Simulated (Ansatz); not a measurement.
**FH₂NSn: how energies converge with the basis set**

Aim: see how fast density functionals converge with the basis set for FH₂NSn.

Computed with Ansatz 0.2.0, Gaussian basis. Level: one geometry, several basis sets.

The runs, in order: PBE0-D4/def2-SVP; ωB97M-V/def2-SVP; PBE0-D4/def2-QZVPP; ωB97M-V/def2-QZVPP; the functionals' def2-TZVPP values are taken from earlier runs.

**1. Structure used throughout**

All runs share one geometry, relaxed beforehand with PBE0-D4 in a triple-zeta def2 set. Sn takes the def2 core potential; no spin-orbit term is included.

SMILES `[NH2][Sn][F]`, 5 atoms, charge 0, spin multiplicity 1.

Atoms are counted from 1 here; the program's logs count them from 0.

Bond lengths: N1–Sn2 2.003 Å, N1–H4 1.008 Å, N1–H5 1.010 Å, Sn2–F3 1.951 Å. Angles: Sn2–N1–H4 126.2°, Sn2–N1–H5 121.8°, H4–N1–H5 112.0°, N1–Sn2–F3 92.0°.

**2. PBE0-D4 in def2-SVP**

The input, in.yaml:

```yaml
crystal:
  periodic: [false, false, false]
  atoms:
    - {symbol: N, position_ang: [-0.302943, 0.495514, -0.393332]}
    - {symbol: Sn, position_ang: [0.338932, -0.053665, 1.423233]}
    - {symbol: F, position_ang: [0.966948, -1.775887, 0.754336]}
    - {symbol: H, position_ang: [-0.746802, 1.369304, -0.629108]}
    - {symbol: H, position_ang: [-0.206235, -0.108867, -1.196629]}
basis:
  gaussian: {orbitals: def2-SVP}
hamiltonian: {xc: pbe0, dispersion: d4}
output: {orbitals: {seedname: orbitals}}
```

After this run come: ωB97M-V in def2-SVP; PBE0-D4 in def2-QZVPP; ωB97M-V in def2-QZVPP.

Q: Predict the results of all the runs planned. Wanted: PBE0-D4: double and triple zeta above quadruple; ωB97M-V: double and triple zeta above quadruple.

As calculated:

| quantity | value |
| --- | --- |
| PBE0-D4: double and triple zeta above quadruple | 6.12, 0.32 eV |
| ωB97M-V: double and triple zeta above quadruple | 6.28, 0.31 eV |

What this shows: PBE0-D4 gains 5.80 eV from double to triple zeta, then 0.32 eV more. These are total energies; as a rule much of such shifts cancels in differences, which this series doesn't test.
